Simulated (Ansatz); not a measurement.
# Tl3CO3F: the cost of one run

Computed with Ansatz 0.2.0 (DFT, PBE, plane-wave PAW, default files, scalar-relativistic, as far as a step names no other, unless a step's input says otherwise).

### 1 The starting structure

The structure is monoclinic, space group P2_1/m (No. 11). The conventional cell has a = 7.629 Å, b = 6.250 Å, c = 7.645 Å, α = 90.00°, β = 119.89°, γ = 90.00°. Tl (site symmetry m) is surrounded by 2 O at 2.62 to 2.88 Å and 2 F at 2.78 Å. Tl (site symmetry m) is surrounded by 2 O at 2.60 to 2.92 Å and 2 F at 2.79 Å. Tl (site symmetry m) has 2 O at 2.63 to 2.93 Å and 2 F at 2.79 Å as nearest neighbours. Around C (site symmetry m) lie 3 O at 1.30 to 1.31 Å. O (site symmetry m) is surrounded by 1 C at 1.30 Å. Around O (site symmetry m) lie 1 C at 1.31 Å. F (site symmetry -1) has 6 Tl at 2.78 to 2.79 Å as nearest neighbours.

Cell or atoms stand a little off a more symmetric structure (P6_3/m at a tolerance of 0.3 Å), so results at this geometry aren't those of that ideal crystal.

As a file:

```
CELL_PARAMETERS angstrom
7.62867 0.00000 0.00000
0.00000 6.24973 0.00000
-3.81014 0.00000 6.62820
ATOMIC_POSITIONS crystal
Tl 0.33432 0.25000 0.58307
Tl 0.08454 0.75000 0.24927
Tl 0.66568 0.75000 0.41693
Tl 0.91546 0.25000 0.75072
Tl 0.74664 0.25000 0.16641
Tl 0.25336 0.75000 0.83359
C 0.32878 0.25000 0.16690
C 0.67122 0.75000 0.83310
O 0.30628 0.25000 0.98617
O 0.17029 0.25000 0.18985
O 0.50969 0.25000 0.32484
O 0.69372 0.75000 0.01383
O 0.82971 0.75000 0.81015
O 0.49031 0.75000 0.67516
F 0.00000 0.00000 0.50000
F 0.00000 0.50000 0.50000
```

### 2 Gradients at the starting positions

File input.yaml:

```yaml
crystal:
  lattice:
    - [7.628671, 0.0, 0.0]
    - [0.0, 6.249728, 0.0]
    - [-3.810139, 0.0, 6.6282]
  atoms:
    - { symbol: Tl, position: [0.334317, 0.25, 0.583066] }
    - { symbol: Tl, position: [0.084541, 0.75, 0.249275] }
    - { symbol: Tl, position: [0.665683, 0.75, 0.416934] }
    - { symbol: Tl, position: [0.915459, 0.25, 0.750725] }
    - { symbol: Tl, position: [0.746636, 0.25, 0.166413] }
    - { symbol: Tl, position: [0.253364, 0.75, 0.833587] }
    - { symbol: C, position: [0.328778, 0.25, 0.166901] }
    - { symbol: C, position: [0.671222, 0.75, 0.833099] }
    - { symbol: O, position: [0.306282, 0.25, 0.986169] }
    - { symbol: O, position: [0.170293, 0.25, 0.189855] }
    - { symbol: O, position: [0.509692, 0.25, 0.324836] }
    - { symbol: O, position: [0.693718, 0.75, 0.013831] }
    - { symbol: O, position: [0.829707, 0.75, 0.810145] }
    - { symbol: O, position: [0.490308, 0.75, 0.675164] }
    - { symbol: F, position: [0.0, 0.0, 0.5] }
    - { symbol: F, position: [0.0, 0.5, 0.5] }
kpoints:
  mp_grid: { grid: [4, 4, 4] }
scf:
  occupations: { method: fermi_dirac, width: 0.02 }
hamiltonian:
  xc: pbe
  pseudopotentials: { kind: paw }
output:
  forces: true
  stress: true
  populations: true
  efg: { quadrupole_moments_barn: { O: -0.02558 }, contact_densities: true }
```

The run is started by

```bash
ansatz run input.yaml --threads 1 --pin off --max-ram 2560MiB --backend cpu --events-out ev --progress --plain --runs-dir out
```

What time and memory should one allow on 1 thread of Intel Xeon Platinum 8259CL at 2.50GHz (Skylake/Cascade Lake), shared host?

About 63 s, with a peak of 1.1 GiB.
